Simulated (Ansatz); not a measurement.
The system is Cu3O2.

```
Cu O
1.0
    -2.02298    2.02298    3.67362
     2.02298   -2.02298    3.67362
     2.02298    2.02298   -3.67362
Cu O
3 2
Cartesian
  0.0000 0.0000 0.0000
  0.0000 2.0230 1.8368
  2.0230 0.0000 1.8368
  0.0000 2.0230 0.0000
  2.0230 0.0000 0.0000
```

The cell comes from a database or a generator and needn't be the stable form of this composition.

- Program: Ansatz 0.2.0
- Task: relaxation of cell and atoms
- Functional: PBEsol
- Potentials or basis: Ansatz PAW
- Cutoff: 420 eV (not typed: the program's choice for these potentials)
- k mesh: 9 × 9 × 9
- Occupations: fermi-dirac, width 0.05 eV
- Spin: no spin polarisation

At the start: volume 12.03 Å³/atom.

How do energy, volume and symmetry change on relaxing?

It ends after 7 steps and the volume is 11.44 Å³/atom (-4.9 %); space group I4/mmm (No. 139, to 0.05 Å).

Step by step:
```csv
step,energy change (eV),largest force (eV/Å),volume (Å³)
1,0.0000,0.0000,60.14
2,-0.0435,0.0000,58.77
3,-0.0635,0.0000,57.17
4,-0.0632,0.0000,57.31
5,-0.0557,0.0000,57.31
6,-0.0561,0.0000,57.21
7,-0.0557,0.0000,57.21
```

Final structure:
```
Cu O
1.0
    -1.98478    1.98478    3.63071
     1.98478   -1.98478    3.63071
     1.98478    1.98478   -3.63071
Cu O
3 2
Direct
  0.00000 0.00000 0.00000
  0.75000 0.25000 0.50000
  0.25000 0.75000 0.50000
  0.50000 0.00000 0.50000
  0.00000 0.50000 0.50000
```

Caveat: the plane-wave basis is chosen anew once the cell has moved, so the energies of steps on either side of that aren't comparable; the pressure holds a Pulay correction of +0.5 GPa for the finite cutoff; an odd number of electrons without spin polarisation forces a metal; a magnetic or distorted state may lie lower; the run has no spin polarisation, though such a crystal can be magnetic; the PAW data sets come from PBE, with cores solved anew for the run's functional, which leaves a small shift of forces and pressure.
